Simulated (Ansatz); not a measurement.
# Zn2B: from a guess to a relaxed structure, part 2 of 2

The task: take a trial cell of Zn2B to zero force and stress.

Ansatz 0.2.0; DFT PBE, scalar-relativistic, plane waves, PAW. Earlier steps stand in the parts before.

## Step 4: Relaxation on the finer mesh

The end of the coarse run is made exact in the group found at a tolerance of 0.06 Å and reduced to its primitive cell.

The input, input.yaml:

```yaml
crystal:
  lattice:
    - [0.0, 2.6454066627, 2.6454066627]
    - [2.6454066627, 0.0, 2.6454066627]
    - [2.6454066627, 2.6454066627, 0.0]
  atoms:
    - { symbol: Zn, position: [0.25, 0.25, 0.25] }
    - { symbol: Zn, position: [0.75, 0.75, 0.75] }
    - { symbol: B, position: [0.5, 0.5, 0.5] }
basis:
  ecutwfc: 420
kpoints:
  mp_grid: { grid: [16, 16, 16] }
hamiltonian:
  xc: pbe
scf:
  occupations: { method: gaussian, width: 0.1 }
output:
  forces: true
  stress: true
  eigenvalues: true
relax:
  adjacent_minimum: "off"
  f_tol: 0.01
  max_steps: 80
  cell: { stress_tol: 0.05 }
```

Launch:

```
$ ansatz run input.yaml --threads 1 --pin off --max-ram 2048MiB --backend cpu --events-out ev --progress --plain --runs-dir out
```

The program printed, shortened:

```text
Warning: RAYON_NUM_THREADS=1 ignored (pool sized by the plan → 1); use --threads N
[...]
Pseudopotentials: kind: paw
Pseudopotential: Zn, paw, valence charge 12, recommended cutoff 420 eV (normal), Zn.paw.azcp
Pseudopotential: B, paw, valence charge 3, recommended cutoff 420 eV (normal), B.paw.azcp
Functional definition: PBE
[...]
Crystal: 3 atoms, lattice volume = 37.026 Å³
Basis set: ecut = 420 eV, 725 PW (Γ), exchange–correlation on 54×54×54 points (8 copies of the dense FFT grid, shifted against one another)
Bands: 18, of which v1, the nominal top of the filled ones, is band 14 counted from 1 (13 counted from 0)
Symmetry: 48 space group operations
Space group: Fm-3m (ITA 225), of the structure as read, at distance tolerance 3.3e-5 Å
k-points: 145 of 4096
[...]
SCF iter   1: F=—  HF=-6792.951634 eV  |F-HF|=—  |Δ(HF+E_count)|=         —  Δρ=1.75e-3  dr2=1.82e-3  ethr=1.77e-3  ⟨swp⟩=5.3  Hψ=11976  notcnv=0
[...]
--- Stress (GPa, compression-positive) ---
        0.028304       0.000000       0.000000
        0.000000       0.028304      -0.000000
        0.000000      -0.000000       0.028304
  P = ⅓ Tr σ = 0.0283 GPa (0.283 kbar)
--- Band table (eV; the first three rows and the last of 145) ---
  k-point 0: bands = ["-0.9773", "2.5910", "2.5910", "2.5910", "2.6822", "2.6822", "3.8125", "3.8125", "3.8125", "4.1400", "4.1400", "12.6247", "12.6247", "12.6247", "14.8895", "14.9233", "14.9233", "14.9233"]
[...]
--- Relaxed structure (2 steps of the walk, 2 accepted, 1 SCFs on fresh bases) ---
  F+E_penalty+E_count = -6792.95198387 eV   max|allowed force component| = 2.467e-17 eV/Å   (the final SCF, on the basis selected at the relaxed cell)
  cell:  # Å, volume = 37.0398 Å³
    - [1.5923037602798722e-35, 2.6457335734893466, 2.6457335734893466]
    - [2.6457335734893466, -1.2738430082238976e-35, 2.6457335734893466]
    - [2.6457335734893466, 2.6457335734893466, -3.184607520559744e-36]
  atoms:
    - { symbol: Zn, position: [0.25, 0.25, 0.25] }
    - { symbol: Zn, position: [0.75, 0.75, 0.75] }
    - { symbol: B, position: [0.5, 0.5, 0.5] }
```

Wall time 11 s (1 thread of Intel Xeon Platinum 8559C (Emerald Rapids), shared host); peak memory 0.45 GiB.

Step by step:

```
step  E - E(step 1) (eV/cell)  largest force component (eV/Å)  pressure (GPa)  volume (Å³)
   1                   0.0000                          0.0000            0.07        37.03
   2                   0.0000                          0.0000            0.03        37.04
   3                   0.0000                          0.0000            0.03        37.04
```

Step 1 is the start. Step 3 repeats the geometry before it on a plane-wave basis chosen anew for that cell, so its energy need not be comparable with the rows above.

Lengths and angles in the start's conventional setting:

|  | before | after | change |
| --- | --- | --- | --- |
| a (Å) | 5.291 | 5.291 | 0.0 % |
| b (Å) | 5.291 | 5.291 | 0.0 % |
| c (Å) | 5.291 | 5.291 | 0.0 % |
| volume (Å³/atom) | 12.34 | 12.35 | 0.0 % |
| shortest distance (Å) | 2.291 | 2.291 | 0.0 % |
| space group (0.01 Å) | Fm-3m | Fm-3m | same |

The run keeps the 48 symmetry operations of the start, so it could not have lowered the symmetry.

## Step 5: Variant: mp_grid.shift [0.5, 0.5, 0.5]

The input, input.yaml:

```yaml
crystal:
  lattice:
    - [0.0, 2.6457335735, 2.6457335735]
    - [2.6457335735, 0.0, 2.6457335735]
    - [2.6457335735, 2.6457335735, 0.0]
  atoms:
    - { symbol: Zn, position: [0.25, 0.25, 0.25] }
    - { symbol: Zn, position: [0.75, 0.75, 0.75] }
    - { symbol: B, position: [0.5, 0.5, 0.5] }
basis:
  ecutwfc: 420
kpoints:
  mp_grid: { grid: [16, 16, 16], shift: [0.5, 0.5, 0.5] }
hamiltonian:
  xc: pbe
scf:
  occupations: { method: gaussian, width: 0.1 }
output:
  forces: true
  eigenvalues: true
  stress: true
```

Launch:

```
$ ansatz run input.yaml --threads 1 --pin off --max-ram 2048MiB --backend cpu --events-out ev --progress --plain --runs-dir out
```

The program printed, shortened:

```text
Warning: crystal.symmetry: narrowed to the stabiliser of the k-point mesh — unitary ops 48 → 12; excluded 36 operations that carry a point of the 16×16×16 mesh (shift [0.5, 0.5, 0.5]) off the mesh (the run samples exactly the mesh kpoints.mp_grid names, as under crystal.symmetry.detect: [...]
Warning: RAYON_NUM_THREADS=1 ignored (pool sized by the plan → 1); use --threads N
[...]
[... 4 set-up lines as earlier in the session ...]
[...]
Crystal: 3 atoms, lattice volume = 37.040 Å³
Basis set: ecut = 420 eV, 725 PW (Γ), exchange–correlation on 54×54×54 points (8 copies of the dense FFT grid, shifted against one another)
Bands: 18, of which v1, the nominal top of the filled ones, is band 14 counted from 1 (13 counted from 0)
Symmetry: 12 space group operations
k-points: 408 of 4096
[...]
SCF iter   1: F=—  HF=-6792.951386 eV  |F-HF|=—  |Δ(HF+E_count)|=         —  Δρ=1.73e-3  dr2=1.78e-3  ethr=1.77e-3  ⟨swp⟩=5.4  Hψ=33504  notcnv=0
[...]
SCF iter   7: F=-6792.951731 eV  HF=-6792.951731 eV  |F-HF|=1.16e-8  |Δ(HF+E_count)|=   1.01e-7  Δρ=6.06e-6  dr2=1.69e-8  ethr=3.70e-10  ⟨swp⟩=6.2  Hψ=33704  notcnv=0
[...]
SCF converged after 7 iterations
Free energy (F): -6792.951731 eV
[...]
E sigma→0 (E₀):  -6792.949762 eV
Entropy (-TS):   -0.003939 eV (-1.313 meV/atom)
Fermi energy:    10.514366 eV
[...]
--- Forces (eV/Å), atoms counted from 1 ---
  atom   1  Zn    -0.00415793    -0.00415793    -0.00415793
  atom   2  Zn     0.00415793     0.00415793     0.00415793
  atom   3  B      0.00000000     0.00000000     0.00000000
[...]
--- Stress (GPa, compression-positive) ---
        0.043036      -0.012103      -0.012103
       -0.012103       0.043036      -0.012103
       -0.012103      -0.012103       0.043036
  P = ⅓ Tr σ = 0.0430 GPa (0.430 kbar)
--- Band table (eV; the first three rows and the last of 408) ---
  k-point 0: bands = ["-0.9630", "2.5916", "2.5934", "2.5934", "2.6860", "2.6860", "3.8101", "3.8109", "3.8109", "4.1357", "4.1357", "12.4641", "12.5921", "12.5921", "14.8832", "14.9687", "14.9687", "15.0171"]
[...]
```

It took 8.3 s on 1 thread of Intel Xeon Platinum 8559C (Emerald Rapids), shared host; peak memory 0.56 GiB.

```csv
run,ending,energy change,pressure (GPa),gap (eV),force (eV/Å),cycles,time
step 4,converged,0,0.0,0.00,0.00,-,11 s
variant,converged,+0.1 meV/atom,0.0,0.00,0.01,7,8.3 s
```

Changing the k-point mesh hardly moves the energy: +0.1 meV/atom.

## Step 6: Summary of results

This closing draws on all 2 parts. Changes of volume or cell count from the first structure of part 1.

```
                              quantity                                                                      value
symmetry at the end (tolerance 0.05 Å)                                                space group Fm-3m (No. 225)
                     conventional cell  a = 5.291 Å, b = 5.291 Å, c = 5.291 Å, α = 90.00°, β = 90.00°, γ = 90.00°
                                volume                                                              12.35 Å³/atom
              energy over the elements                                                              +0.34 eV/atom
                       gap on the mesh                                                               none (metal)
```

The space group Fm-3m (No. 225) is kept, and the volume per atom shrinks by 10.5 % from the first guess. With a positive formation energy it can't be a ground state. No finished test with a distortion of lower symmetry is shown, so the end may be a saddle point.
